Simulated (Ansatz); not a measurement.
# Si3C3N8: the cost of one run

The runs shown are made with Ansatz 0.2.0. PAW datasets, plane waves, zero pressure. Spin-unpolarised throughout. Whether this structure exists isn't addressed.

**1. The cell**

The symmetry is P-6 (No. 174, hexagonal); a = 7.242 Å, c = 2.767 Å in the conventional setting, 8.97 Å³ an atom. Near Si stand 4 N at 1.65 Å; near C stand 4 N at 1.65 Å; near N stand 3 Si at 1.65 Å; near N stand 3 C at 1.65 Å; near N stand 1 Si at 1.65 Å and 2 C at 1.65 Å.

Structure file:

```cif
data_structure
_symmetry_space_group_name_H-M 'P 1'
_symmetry_Int_Tables_number 1
_cell_length_a 7.2416
_cell_length_b 7.2416
_cell_length_c 2.7665
_cell_angle_alpha 90.000
_cell_angle_beta 90.000
_cell_angle_gamma 120.000
_cell_volume 125.64
loop_
_atom_site_label
_atom_site_type_symbol
_atom_site_fract_x
_atom_site_fract_y
_atom_site_fract_z
_atom_site_occupancy
Si1 Si 0.23108 0.82495 0.50000 1
C1 C 0.40614 0.23108 0.00000 1
C2 C 0.82495 0.59386 0.00000 1
Si2 Si 0.17505 0.40614 0.50000 1
Si3 Si 0.59386 0.76892 0.50000 1
C3 C 0.76892 0.17505 0.00000 1
N1 N 0.33333 0.66667 0.50000 1
N2 N 0.66667 0.33333 0.00000 1
N3 N 0.96919 0.66985 0.50000 1
N4 N 0.29934 0.96919 0.00000 1
N5 N 0.66985 0.70066 0.00000 1
N6 N 0.33015 0.29934 0.50000 1
N7 N 0.03081 0.33015 0.00000 1
N8 N 0.70066 0.03081 0.50000 1
```

**2. Relaxing with PBE**

input.yaml reads:

```yaml
crystal:
  lattice:
    - [7.24160027, 0.0, 0.0]
    - [-3.62080013, 6.2714098, 0.0]
    - [0.0, 0.0, 2.76654185]
  atoms:
    - { symbol: Si, position: [0.23108243, 0.82494615, 0.5] }
    - { symbol: C, position: [0.40613628, 0.23108243, 0.0] }
    - { symbol: C, position: [0.82494615, 0.59386372, 0.0] }
    - { symbol: Si, position: [0.17505385, 0.40613628, 0.5] }
    - { symbol: Si, position: [0.59386372, 0.76891757, 0.5] }
    - { symbol: C, position: [0.76891757, 0.17505385, 0.0] }
    - { symbol: "N", position: [0.33333333, 0.66666667, 0.5] }
    - { symbol: "N", position: [0.66666667, 0.33333333, 0.0] }
    - { symbol: "N", position: [0.96919449, 0.6698534, 0.5] }
    - { symbol: "N", position: [0.29934109, 0.96919449, 0.0] }
    - { symbol: "N", position: [0.6698534, 0.70065891, 0.0] }
    - { symbol: "N", position: [0.3301466, 0.29934109, 0.5] }
    - { symbol: "N", position: [0.03080551, 0.3301466, 0.0] }
    - { symbol: "N", position: [0.70065891, 0.03080551, 0.5] }
kpoints:
  mp_grid: { grid: [6, 6, 8] }
hamiltonian:
  xc: pbe
scf:
  occupations: { method: fermi_dirac, width: 0.02 }
relax:
  f_tol: 0.005
  cell: {}
```

**Question.** How long does this run take on 1 × NVIDIA H100 80GB HBM3 with 2 threads of AMD EPYC 7R13 (Zen 3), shared host, and how much memory does it need?

About 1.8 min, with a peak of 1 GiB on the host.
